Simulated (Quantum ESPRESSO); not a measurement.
Here is a Quantum ESPRESSO 7.5 calculation.

The input pw.in:

```
&CONTROL
  calculation = 'scf'
  prefix = 'pwscf'
  outdir = './tmp'
  pseudo_dir = './pseudo'
  tprnfor = .true.
  tstress = .true.
  disk_io = 'nowf'
/
&SYSTEM
  ibrav = 0
  nat = 2
  ntyp = 1
  ecutwfc = 78
  nbnd = 21
  occupations = 'smearing'
  smearing = 'gaussian'
  degauss = 0.00073499
/
&ELECTRONS
  conv_thr = 4d-10
  electron_maxstep = 120
  mixing_beta = 0.5
/
ATOMIC_SPECIES
Ge    72.6300 Ge.upf
CELL_PARAMETERS angstrom
   0.0000000000    2.7000000000    2.9272500000
   2.7000000000    0.0000000000    2.9272500000
   2.7000000000    2.7000000000    0.0000000000
ATOMIC_POSITIONS crystal
Ge     0.0000000000    0.0000000000    0.0000000000
Ge     0.2500000000    0.2500000000    0.2500000000
K_POINTS automatic
10 10 10 0 0 0
```

Potentials or basis: PseudoDojo 0.4.1 SR LDA standard.

Run with:

```bash
$ OMP_NUM_THREADS=1 pw.x -in pw.in > pw.out
```

Problem. Estimate the pressure.

Solution. 3.0 GPa.

Problem. Predict the band gap on the k mesh.

Solution. None (metal or under the smearing width).

Stress tensor (GPa, compression positive):
```
 5.38  0.00  0.00
 0.00  5.38  0.00
 0.00  0.00 -1.77
```
